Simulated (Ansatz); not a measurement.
# C₂H₁₀GaNSi: a ladder of functionals and wavefunction methods

An exercise on one series of results from a longer session: the logs are not shown, and one member is left open.

The runs use Ansatz 0.2.0, Gaussian basis; functionals in def2-TZVPP, the program's frozen cores in correlated methods.

Levels to be run: LDA (SPW92), PBE-D4, revPBE-D4, BLYP-D4, r2SCAN-D4, B97M-V, PBE0-D4, B3LYP-D4, r2SCANh-D4, r2SCAN0-D4, HSE06-D4, BHLYP-D4, CAM-B3LYP-D4, LC-ωPBE, ωB97X-V, ωB97M-V, B2PLYP, PBE-QIDH; CCSD(T)/def2-SVP; CCSD(T)/def2-TZVPP; MP2/def2-QZVPP; extrapolation to the limit; RPA on PBE.

## The geometry

The geometry comes from an earlier relaxation with PBE0-D4 in a triple-zeta def2 set; it is a stationary point, not always the lowest conformer.

SMILES `C[SiH](C)[NH][GaH2]`, 15 atoms, charge 0, spin multiplicity 1.

Atoms are counted from 1 here; the program's logs count them from 0.

Bond lengths: C1–Si2 1.870 Å, C1–H6 1.093 Å, C1–H7 1.093 Å, C1–H8 1.094 Å, Si2–C3 1.866 Å, Si2–N4 1.732 Å, Si2–H9 1.496 Å, C3–H10 1.093 Å, C3–H11 1.093 Å, C3–H12 1.092 Å, N4–Ga5 1.830 Å, N4–H13 1.012 Å, Ga5–H14 1.560 Å, Ga5–H15 1.564 Å. Angles: Si2–C1–H6 111.1°, Si2–C1–H7 110.9°, Si2–C1–H8 110.9°, H6–C1–H7 107.9°, H6–C1–H8 107.6°, H7–C1–H8 108.2°, C1–Si2–C3 110.6°, C1–Si2–N4 111.0°, C1–Si2–H9 107.3°, C3–Si2–N4 109.5°, C3–Si2–H9 108.8°, N4–Si2–H9 109.7°, Si2–C3–H10 111.6°, Si2–C3–H11 109.5°, Si2–C3–H12 111.9°, H10–C3–H11 107.9°, H10–C3–H12 108.0°, H11–C3–H12 107.8° and more.

Set-up of the first run:

The input, in.yaml:

```yaml
crystal:
  periodic: [false, false, false]
  atoms:
    - {symbol: C, position_ang: [-1.693615, 0.187224, 1.287132]}
    - {symbol: Si, position_ang: [-0.028716, 0.574124, 0.527408]}
    - {symbol: C, position_ang: [1.214911, -0.746020, 0.965248]}
    - {symbol: N, position_ang: [-0.147901, 0.707407, -1.195394]}
    - {symbol: Ga, position_ang: [0.694731, -0.194712, -2.545826]}
    - {symbol: H, position_ang: [-2.433870, 0.947328, 1.023109]}
    - {symbol: H, position_ang: [-2.066602, -0.779945, 0.939596]}
    - {symbol: H, position_ang: [-1.626689, 0.155737, 2.378352]}
    - {symbol: H, position_ang: [0.430117, 1.876834, 1.102609]}
    - {symbol: H, position_ang: [0.912973, -1.725612, 0.585976]}
    - {symbol: H, position_ang: [1.302206, -0.819979, 2.052627]}
    - {symbol: H, position_ang: [2.205928, -0.520984, 0.565091]}
    - {symbol: H, position_ang: [-0.789226, 1.418227, -1.522647]}
    - {symbol: H, position_ang: [1.713882, -1.311552, -2.162259]}
    - {symbol: H, position_ang: [0.311862, 0.231933, -4.001024]}
basis:
  gaussian: {orbitals: def2-TZVPP}
hamiltonian: {xc: lda}
output: {orbitals: {seedname: orbitals}}
```

Launch:

```bash
$ ansatz run in.yaml --threads 2 --pin off --events-out ev --progress --plain --max-ram 32768MiB --backend cuda --devices 0, --max-vram 18GiB
```

Among the steps run: LDA; PBE-D4 (GGA); revPBE-D4 (GGA); BLYP-D4 (GGA); r2SCAN-D4 (meta-GGA); B97M-V (meta-GGA); B3LYP-D4 (hybrid); r2SCANh-D4 (hybrid); r2SCAN0-D4 (hybrid); HSE06-D4 (hybrid); BHLYP-D4 (hybrid); CAM-B3LYP-D4 (range-separated); LC-ωPBE (range-separated); ωB97X-V (range-separated); ωB97M-V (range-separated); B2PLYP (double hybrid); PBE-QIDH (double hybrid).

One table of the session follows, with a row left open; its other results are not shown here.

It belongs to the step «Frontier levels by functional». 

| functional | HOMO (eV) | gap (eV) |
| --- | --- | --- |
| LDA (SPW92) | -6.24 | 4.25 |
| PBE-D4 | -6.08 | 4.34 |
| revPBE-D4 | -6.02 | 4.39 |
| BLYP-D4 | -5.97 | 4.28 |
| r2SCAN-D4 | -6.34 | 4.87 |
| B97M-V | -6.43 | 4.71 |
| PBE0-D4 | -7.31 | 6.34 |
| B3LYP-D4 | ? | ? |
| r2SCANh-D4 | -6.80 | 5.60 |
| r2SCAN0-D4 | -7.50 | 6.70 |
| HSE06-D4 | -6.91 | 5.58 |
| BHLYP-D4 | -8.50 | 8.24 |
| CAM-B3LYP-D4 | -8.69 | 8.59 |
| LC-ωPBE | -10.03 | 11.10 |
| ωB97X-V | -9.69 | 10.61 |
| ωB97M-V | -9.60 | 10.28 |

Q: Estimate the row for B3LYP-D4 from the others.

Worked estimate for «HOMO (eV)». Against the share of exact exchange, BLYP-D4 (0, -5.97), BHLYP-D4 (0.5, -8.50) give a slope of -5.06 per unit share; at 0.2 the line stands at -6.98.

The run gave: HOMO (eV): -7.11; gap (eV): 5.87. In «HOMO (eV)» the line misses by +0.13.
